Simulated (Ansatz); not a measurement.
# C2H13GeInSi2Zn: small, medium and large basis sets

An exercise on one series of results from a longer session: the logs are not shown, and one member is left open.

The runs use Ansatz 0.2.0, Gaussian basis; one geometry, several basis sets.

Levels to be run: PBE0-D4/def2-SVP; ωB97M-V/def2-SVP; PBE0-D4/def2-QZVPP; ωB97M-V/def2-QZVPP; the functionals' def2-TZVPP values are taken from earlier runs.

1 further run of the same task is left out (for a known fault of the program).

### The geometry

All runs share one geometry, relaxed beforehand with PBE0-D4 in a triple-zeta def2 set. In takes the def2 core potential; no spin-orbit term is included.

SMILES `C[C]([SiH3])([ZnH])[GeH2][SiH2][InH2]`, 20 atoms, charge 0, spin multiplicity 1.

Atoms are counted from 1 here; the program's logs count them from 0.

Bond lengths: C1–C2 1.544 Å, C1–H8 1.095 Å, C1–H9 1.098 Å, C1–H10 1.094 Å, C2–Si3 1.835 Å, C2–Zn4 2.009 Å, C2–Ge5 1.970 Å, Si3–H11 1.489 Å, Si3–H12 1.492 Å, Si3–H13 1.531 Å, Zn4–H14 1.552 Å, Ge5–Si6 2.395 Å, Ge5–H15 1.546 Å, Ge5–H16 1.549 Å, Si6–In7 2.555 Å, Si6–H17 1.490 Å, Si6–H18 1.488 Å, In7–H19 1.799 Å and more. Angles: C2–C1–H8 112.2°, C2–C1–H9 112.4°, C2–C1–H10 111.6°, H8–C1–H9 106.9°, H8–C1–H10 106.7°, H9–C1–H10 106.7°, C1–C2–Si3 110.1°, C1–C2–Zn4 110.8°, C1–C2–Ge5 109.0°, Si3–C2–Zn4 108.0°, Si3–C2–Ge5 110.9°, Zn4–C2–Ge5 108.0°, C2–Si3–H11 113.7°, C2–Si3–H12 116.3°, C2–Si3–H13 111.4°, H11–Si3–H12 108.3°, H11–Si3–H13 103.5°, H12–Si3–H13 102.3° and more.

Set-up of the first run:

in.yaml

```yaml
crystal:
  periodic: [false, false, false]
  atoms:
    - {symbol: C, position_ang: [-2.381642, -0.651022, -0.471307]}
    - {symbol: C, position_ang: [-0.890351, -0.374757, -0.183164]}
    - {symbol: Si, position_ang: [-0.535571, -0.624401, 1.599401]}
    - {symbol: Zn, position_ang: [0.283373, -1.623509, -1.231553]}
    - {symbol: Ge, position_ang: [-0.462032, 1.468071, -0.733291]}
    - {symbol: Si, position_ang: [1.853719, 1.939065, -0.346394]}
    - {symbol: In, position_ang: [2.682363, -0.263468, 0.648775]}
    - {symbol: H, position_ang: [-2.679655, -1.662704, -0.175476]}
    - {symbol: H, position_ang: [-3.046148, 0.044765, 0.057439]}
    - {symbol: H, position_ang: [-2.610392, -0.554565, -1.536899]}
    - {symbol: H, position_ang: [-0.747421, -2.023698, 2.062591]}
    - {symbol: H, position_ang: [-1.233886, 0.293014, 2.546669]}
    - {symbol: H, position_ang: [0.938059, -0.360488, 1.918170]}
    - {symbol: H, position_ang: [0.575319, -2.628420, -2.377790]}
    - {symbol: H, position_ang: [-0.799282, 1.607843, -2.235607]}
    - {symbol: H, position_ang: [-1.376255, 2.458210, 0.031059]}
    - {symbol: H, position_ang: [2.542638, 2.233736, -1.634070]}
    - {symbol: H, position_ang: [2.040661, 3.104762, 0.559627]}
    - {symbol: H, position_ang: [2.035654, -1.621927, -0.336945]}
    - {symbol: H, position_ang: [3.810839, -0.760508, 1.838775]}
basis:
  gaussian: {orbitals: def2-SVP}
hamiltonian: {xc: pbe0, dispersion: d4}
output: {orbitals: {seedname: orbitals}}
```

On the command line:

```bash
ansatz run in.yaml --threads 4 --pin off --events-out ev --progress --plain --max-ram 66560MiB --backend cpu
```

Among the steps run: PBE0-D4 in def2-SVP; ωB97M-V in def2-SVP; PBE0-D4 in def2-QZVPP; ωB97M-V in def2-QZVPP.

One of the session's tables, all rows but one given; the rest of the session is left out.

| functional | basis | HOMO (eV) | LUMO (eV) |
| --- | --- | --- | --- |
| PBE0-D4 | def2-SVP | -6.94 | -1.64 |
| PBE0-D4 | def2-TZVPP | -7.01 | -1.72 |
| PBE0-D4 | def2-QZVPP | -7.01 | -1.73 |
| ωB97M-V | def2-SVP | -9.01 | -0.01 |
| ωB97M-V | def2-TZVPP | -9.11 | -0.17 |
| ωB97M-V | def2-QZVPP | ? | ? |

Q: Estimate the row for ωB97M-V, def2-QZVPP from the others.

**Answer.** HOMO (eV): -9.11; LUMO (eV): -0.23.
